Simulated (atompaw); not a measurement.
# A PAW (atompaw) potential for Hg, from input to tests

Do these settings give a usable potential? It is generated, then checked for scattering, ghosts and hardness.

Program: atompaw 4.2.0.5. Reference atom: PBE, scalar-relativistic, spherical and spin-unpolarised. All values are calculated.

## 1. The atom and the settings

The settings as typed:

- element: mercury (Hg, Z = 80)
- type: PAW
- frozen core: [Kr] 4d10 4f14 5s2
- valence charge: 18
- reference configuration: 5p6 5d10 6s2 6p0
- partial waves: 6s (bound): rc 2.05 bohr; 6s channel at 1.9 Ry: rc 2.05 bohr; 5p (bound): rc 1.40 bohr; 6p (bound, empty): rc 1.60 bohr; 5d (bound): rc 1.75 bohr; 5d channel at 0.75 Ry: rc 2.05 bohr; 5f channel at 0.3 Ry: rc 2.05 bohr; 5f channel at 2.4 Ry: rc 2.05 bohr
- local potential: bessel scheme, radius 1.65 bohr
- core correction: smooth core density matched at 1.90 bohr
- augmentation charge: sinc compensation charge, radius 2.05 bohr; PAW radius 2.05 bohr; waves and projectors: custom polynom vanderbiltortho

The outer shells as boxes (Hund's rule for the drawing; the calculation is spin-unpolarised):

```
[Kr] core
4d [↑↓][↑↓][↑↓][↑↓][↑↓]
4f [↑↓][↑↓][↑↓][↑↓][↑↓][↑↓][↑↓]
5s [↑↓]
5p [↑↓][↑↓][↑↓]
5d [↑↓][↑↓][↑↓][↑↓][↑↓]
6s [↑↓]
6p [  ][  ][  ]
```

The nodes and maxima of the atom's own shells, from an earlier all-electron run, set the scale for the radii.

All-electron outer shells of the reference configuration (PBE, scalar-relativistic, ld1.x):

```tsv
shell	level (eV)	outermost node (bohr)	outermost maximum (bohr)
5s	-118.18	0.47	0.82
4f	-95.89	–	0.37
5p	-66.52	0.51	0.93
5d	-9.86	0.55	1.17
6s	-6.82	1.08	2.21
6p	-1.05	1.28	3.34
```

## 2. Generating the potential

File Hg.input:

```
Hg 80
GGA-PBE scalarrelativistic loggrid 2001 logderivrange -7 5 301
6 6 5 4 0 0
6 1 0
0 0 0
c
c
c
c
c
v
c
c
c
v
v
c
c
v
c
3
2.05 2.05 1.65 1.90
y
1.9
n
n
y
0.75
n
y
0.3
y
2.4
n
custom polynom vanderbiltortho sinc
bessel
2.05
2.05
1.40
1.60
1.75
2.05
2.05
2.05
PWSCFOUT
UPFDX 0.0125d0 UPFXMIN -7.d0 UPFZMESH 80.d0
END
```

The run is started by

```console
$ atompaw < Hg.input > Hg.log
```

**Question.** What will these runs give? Wanted: cutoffs for 10 and 1 mRy, occupied levels; bound ghosts; largest phase difference near zero energy, channels read; lowest eigenvalue of the overlap; share of valence orbitals outside the PAW sphere; UPF file.

The runs gave:

| quantity | value |
| --- | --- |
| cutoffs for 10 and 1 mRy, occupied levels | 55 Ry and 90 Ry |
| bound ghosts | s at -95.03 eV |
| largest phase difference near zero energy, channels read | 0.000 rad |
| lowest eigenvalue of the overlap (Bessel basis) | 0.185 (s) |
| share of valence orbitals outside the PAW sphere | 6s 73 %, 5p 1 %, 6p 95 %, 5d 17 % |
| UPF file | written |

**Reading.** It has a bound ghost (s), a state that the atom doesn't have, and that rules the file out. By its cutoff, 55 Ry for the looser tolerance, it is of middling hardness. Near zero energy the phases of the channels with partial waves agree within 0.001 rad. The pseudo curves have poles with no partner nearby in the atom's: s at -6.99 Ry, s at -6.94 Ry. These are tests on the free atom; a crystal test is still owed.
